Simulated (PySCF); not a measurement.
# MoS₂: structure of the triplet

The task is one start of a wider search on MoS₂: the triplet, from a PBE0 minimum start. It is relaxed, tested by its Hessian and followed downhill if it is a saddle.

Computed with PySCF 2.14.0. Level: PBE0, basis Mo def2-TZVP with ECP28, S def2-TZVP, scalar-relativistic core potentials, no spin–orbit coupling, density fitting.

## Step 1: Starting geometry

3 atoms, charge 0, spin multiplicity 3.

Bond lengths: Mo1–S2 2.099 Å, Mo1–S3 2.099 Å. Angles: S2–Mo1–S3 114.0°.

Coordinates in bohr (charge 0 multiplicity 3):
```
Mo    0.8535    0.0000    0.0000
S    -1.3068    3.3260    0.0000
S    -1.3068   -3.3260    0.0000
```

## Step 2: Finding the electronic state

One driver script runs all steps and calls PySCF; scf.py shows how it sets up the SCF of each step. The optimiser is the driver's own. After this first run the driver tries any further starts and a stability analysis.

Contents of scf.py:

```python
from pyscf import gto, scf, dft
mol = gto.M(atom='''
Mo     0.451640    -0.000000     0.000000
S     -0.691510     1.760020     0.000000
S     -0.691510    -1.760020    -0.000000''',
    basis={'Mo': 'def2-TZVP', 'S': 'def2-TZVP'},
    ecp={'Mo': 'def2-TZVP'},
    charge=0, spin=2)
mf = dft.UKS(mol, xc='PBE0')
mf.grids.atom_grid = (50, 194)
aux = {'Mo': 'def2-universal-JKFIT', 'S': 'def2-universal-JKFIT'}
mf = mf.density_fit(auxbasis=aux)
mf.conv_tol = 1e-08
mf.diis_space = 10
mf.max_cycle = 60
mf.init_guess = 'minao'
mf.verbose = 4
mf.kernel()
```

Launch:

```console
> OMP_NUM_THREADS=4 python axn.py task.json out
```

The program printed:

```text
init E= -857.981636868436
[... the frontier-level lines of each cycle are left out ...]
cycle= 1 E= -864.168590778178  delta_E= -6.19  |g|= 0.58  |ddm|= 2.76
cycle= 2 E= -863.292488831783  delta_E= 0.876  |g|= 1.32  |ddm|= 1.44
cycle= 3 E= -864.238902590197  delta_E= -0.946  |g|= 0.474  |ddm|= 1.28
cycle= 4 E= -864.350108101016  delta_E= -0.111  |g|= 0.0549  |ddm|= 0.288
cycle= 5 E= -864.352664521174  delta_E= -0.00256  |g|= 0.0306  |ddm|= 0.0919
cycle= 6 E= -864.353371190802  delta_E= -0.000707  |g|= 0.014  |ddm|= 0.0345
cycle= 7 E= -864.35372898626  delta_E= -0.000358  |g|= 0.00567  |ddm|= 0.0301
cycle= 8 E= -864.353946689905  delta_E= -0.000218  |g|= 0.00314  |ddm|= 0.0386
cycle= 9 E= -864.353977121193  delta_E= -3.04e-05  |g|= 0.0021  |ddm|= 0.012
cycle= 10 E= -864.353987292626  delta_E= -1.02e-05  |g|= 0.000345  |ddm|= 0.00786
cycle= 11 E= -864.353988045997  delta_E= -7.53e-07  |g|= 0.000167  |ddm|= 0.00208
cycle= 12 E= -864.353988237066  delta_E= -1.91e-07  |g|= 9.39e-05  |ddm|= 0.00134
cycle= 13 E= -864.353988257198  delta_E= -2.01e-08  |g|= 2.7e-05  |ddm|= 0.000435
cycle= 14 E= -864.353988259795  delta_E= -2.6e-09  |g|= 1.57e-05  |ddm|= 0.00013
Extra cycle  E= -864.35398825954  delta_E= 2.56e-10  |g|= 3.97e-05  |ddm|= 5.11e-05
converged SCF energy = -864.35398825954  <S^2> = 2.0673542  2S+1 = 3.0445717
```

This step, with its further starts and checks, ran for 6.5 s (4 threads of AMD EPYC 9R45 (Zen 5), shared host).

The starts that the driver tried:

```
                      start  energy (Eh)
    the minimal-basis guess  -864.353988
a thermally smeared density  -864.353988
      a smeared PBE density  -864.353988
```

The test of internal stability and the other starts found no lower solution of this spin.

## Step 3: PBE0 minimum start, triplet: relaxation

The program finds C2v symmetry in the start, which this walk keeps. The walk stops when the largest gradient is under 0.0003 Eh/bohr and the energy has settled too.

Changes to scf.py since step 2:

```diff
@@ -3 +3 @@
-Mo     0.451640    -0.000000     0.000000
+Mo     0.451640     0.000000     0.000000
@@ -5 +5 @@
-S     -0.691510    -1.760020    -0.000000''',
+S     -0.691510    -1.760020     0.000000''',
@@ -16 +15,0 @@
-mf.init_guess = 'minao'
```

Energy and gradient, step by step:

```
step  energy (Eh)  change (kJ/mol)  largest symmetric gradient (Eh/bohr)
   0  -864.353988             0.00                               0.00013
```

The walk took 1.2 s.

It settles in C2v symmetry, 0.0 kJ/mol below the start, after 0 steps: Mo–S 2.099 Å (×2); S–Mo–S 114.0°.

## Step 4: Hessian and properties

The point is checked on the finer grid, and tightened if its gradient asks for it. The Hessian and the dipole derivatives come from central differences of analytic gradients, with steps of 0.02 bohr.

Changes to scf.py since step 3:

```diff
@@ -3,3 +3,3 @@
-Mo     0.451640     0.000000     0.000000
-S     -0.691510     1.760020     0.000000
-S     -0.691510    -1.760020     0.000000''',
+Mo     0.451975     0.000000     0.000000
+S     -0.691677     1.759905     0.000000
+S     -0.691677    -1.759905     0.000000''',
@@ -10 +10 @@
-mf.grids.atom_grid = (50, 194)
+mf.grids.atom_grid = (75, 302)
@@ -13 +13 @@
-mf.conv_tol = 1e-08
+mf.conv_tol = 1e-10
```

The driver hands on the density of the step before, so the log starts near convergence.

SCF at the final geometry:

```text
init E= -864.354123464407
[... the frontier-level lines of each cycle are left out ...]
cycle= 1 E= -864.354123464385  delta_E= 2.15e-11  |g|= 7e-06  |ddm|= 6.41e-06
Extra cycle  E= -864.354123464033  delta_E= 3.52e-10  |g|= 2.73e-05  |ddm|= 2.06e-05
converged SCF energy = -864.354123464033  <S^2> = 2.0674304  2S+1 = 3.0446217
```

The whole step took 20 s.

Geometry: C2v; Mo–S 2.099 Å (×2); S–Mo–S 114.0°.

Harmonic modes (main isotopes):

```csv
symmetry,ω (cm⁻¹),IR (km/mol)
a1,169,0.0
a1,556,10.3
b2,563,124
```

No imaginary mode, so this is a minimum.

Constants and moments:

| Item | Value |
| --- | --- |
| Dipole moment | 3.81 D |
| Highest occupied level | -6.42 eV |
| Lowest empty level | -3.85 eV |
| Rotational constants | 0.3332, 0.08512, 0.0678 cm⁻¹ |
| Zero-point energy | 7.7 kJ/mol |
| Principal polarisabilities | 65.3, 65.6, 123.3 bohr³ |
| Atomisation energy without zero-point energy | 794 kJ/mol |
| Principal traceless quadrupole moments about the centre of mass | -6.32, -0.31, 6.63 D Å |
| Entropy at 298.15 K and 1 bar (electronic part: spin only) | 300.1 J/(mol K) |
| Heat capacity Cp at 298.15 K | 50.5 J/(mol K) |
| Enthalpy at 298.15 K above 0 K | 12.49 kJ/mol |
| Rotational symmetry number | 2 |
| Spin squared ⟨S²⟩ | 2.067 |

Charges (e) and bond orders:

| atom | Mulliken | Löwdin | polar tensor | spin (Mulliken) | Mayer order to Mo1 |
| --- | --- | --- | --- | --- | --- |
| Mo1 | 0.82 | -0.21 | 1.08 | 2.35 | – |
| S2,3 | -0.41 | 0.10 | -0.54 | -0.18 | 2.11 |

Mulliken populations on Mo1 (outside its core potential): s 2.41, p 6.25, d 4.51, f 0.02.

## Step 5: What came out

```
                                          quantity                             value
                                           minimum                      triplet, C2v
                                          geometry  Mo–S 2.099 Å (×2); S–Mo–S 114.0°
                                wavenumbers (cm⁻¹)      169 (a1), 556 (a1), 563 (b2)
                                     dipole moment                            3.81 D
highest occupied, lowest empty level (either spin)                   -6.42, -3.85 eV
                        polar-tensor charge of Mo1                           +1.08 e
                                 zero-point energy                        7.7 kJ/mol
                               entropy at 298.15 K                   300.1 J/(mol K)
         atomisation energy (no zero-point energy)                        794 kJ/mol
                                              ⟨S²⟩                             2.067
```

What this shows: The molecule stays C2v, as typed, and the end point is a minimum. The strongest infrared band lies at 563 cm⁻¹ (b2, stretch). Most of the spin sits on Mo1 (Mulliken spin 2.35, against 2 for the whole molecule). Only this shape and spin were tried, so other structures or states may lie lower. One determinant may miss the lowest occupation of an open d or f shell.

The search up to here took 28 s.
